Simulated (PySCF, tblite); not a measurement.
# CH₂AlNO₂, a small molecule taken as a stand-in for a surface group (aluminium hydroxide): NMR shifts, core binding energies and electronic excitations

Aim: the NMR shifts, core binding energies and electronic excitations of `N#[C][Al]([OH])[OH]`.

Programs: tblite 0.8.0 and PySCF 2.14.0. All values are calculated, for the isolated system unless a continuum is named. Atoms count from 0, parts from 1.

### Step 1. Starting point

7 atoms, charge 0, multiplicity 1; geometry: distance geometry start.

### Step 2. Relaxing the cluster with GFN2-xTB

The job: settings as JSON, then the geometry in Å.

```
{"job": {"kind": "relax", "xc": "GFN2-xTB", "basis": "xTB"}, "charge": 0, "multiplicity": 1}
O      1.094294    -0.250120     1.090664
Al     0.118016     0.329447    -0.397679
O     -0.391992    -1.031193    -1.591131
C      0.679674     2.004328    -1.195427
N      1.019662     3.137637    -2.012962
H      1.605379     0.313231     1.681242
H     -0.702801    -0.859091    -2.501067
```

With the program's defaults for keys left out, this is: GFN2-xTB geometry optimisation, gas phase.

Started as:

```bash
OMP_NUM_THREADS=1 python cluster_run.py task.json out
```

This one command runs all jobs of the session in turn.

**Question.** The jobs that follow are: PBE0-D3(BJ)/def2-SVP geometry optimisation, gas phase; GIAO PBE0/pcSseg-2 NMR shielding, non-relativistic, gas phase; delta-SCF UKS SCAN, pcX-2 on the ionised atom, pcseg-1 elsewhere, spin-free X2C; TDDFT CAM-B3LYP/def2-SVPD, vertical, gas phase, core orbitals frozen in the response. Predict: point group; rotational constants (main isotopes); $^{13}$C shifts against TMS (PBE0/pcSseg-2); $^{1}$H shifts against TMS (PBE0/pcSseg-2); $^{17}$O shifts against H2O (PBE0/pcSseg-2); $^{27}$Al shifts against AlH4- (PBE0/pcSseg-2); $^{15}$N shifts against NH3 (PBE0/pcSseg-2); O1s binding energies, SCAN/pcX-2; Al2p binding energies, SCAN/pcX-2; C1s binding energies, SCAN/pcX-2; N1s binding energies, SCAN/pcX-2; lowest singlet (CAM-B3LYP/def2-SVPD); brightest single state of those computed; lowest triplet; vertical ionisation energy (ΔSCF); vertical electron affinity (ΔSCF).

The runs gave:

```
                                      quantity                                             value
                                   point group                                                Cs
          rotational constants (main isotopes)                              6.46, 2.73, 1.92 GHz
   $^{13}$C shifts against TMS (PBE0/pcSseg-2)                                         129.3 ppm
    $^{1}$H shifts against TMS (PBE0/pcSseg-2)                                    2.08, 1.50 ppm
   $^{17}$O shifts against H2O (PBE0/pcSseg-2)                                    39.3, 21.4 ppm
$^{27}$Al shifts against AlH4- (PBE0/pcSseg-2)                                          18.1 ppm
   $^{15}$N shifts against NH3 (PBE0/pcSseg-2)                                         372.8 ppm
              O1s binding energies, SCAN/pcX-2                           O2 538.85, O0 538.84 eV
             Al2p binding energies, SCAN/pcX-2                                      Al1 82.17 eV
              C1s binding energies, SCAN/pcX-2                                      C3 291.85 eV
              N1s binding energies, SCAN/pcX-2                                      N4 405.61 eV
          lowest singlet (CAM-B3LYP/def2-SVPD)                       6.60 eV (188 nm), f = 0.000
      brightest single state of those computed                       state 6, 7.84 eV, f = 0.028
                                lowest triplet                                           5.58 eV
             vertical ionisation energy (ΔSCF)                                          12.41 eV
             vertical electron affinity (ΔSCF)  -0.53 eV (unbound: the value hangs on the basis)
```

What this shows: The optimisation took 22 steps and gained 0.281 eV; among the close pairs (by a distance rule), Al1–C3 changed most, from 1.977 to 1.928 Å (PBE0/def2-SVP). At PBE0/pcSseg-2: Shielding is most anisotropic at N4 (span 676 ppm, paramagnetic term -442 ppm). The O1s levels computed lie within 0.01 eV of one another, too close to rank. The first singlet state (HOMO→LUMO 0.69) lies at 6.60 eV and is dark; of the 6 states computed, the strongest absorption comes from state 6 at 7.84 eV (the last computed, so partners may be missing). The lowest triplet lies 1.03 eV below the lowest singlet (triplets in Tamm-Dancoff, singlets in full TDDFT). ΔSCF puts the ionisation energy at 12.41 eV, 1.04 eV above −ε(HOMO).
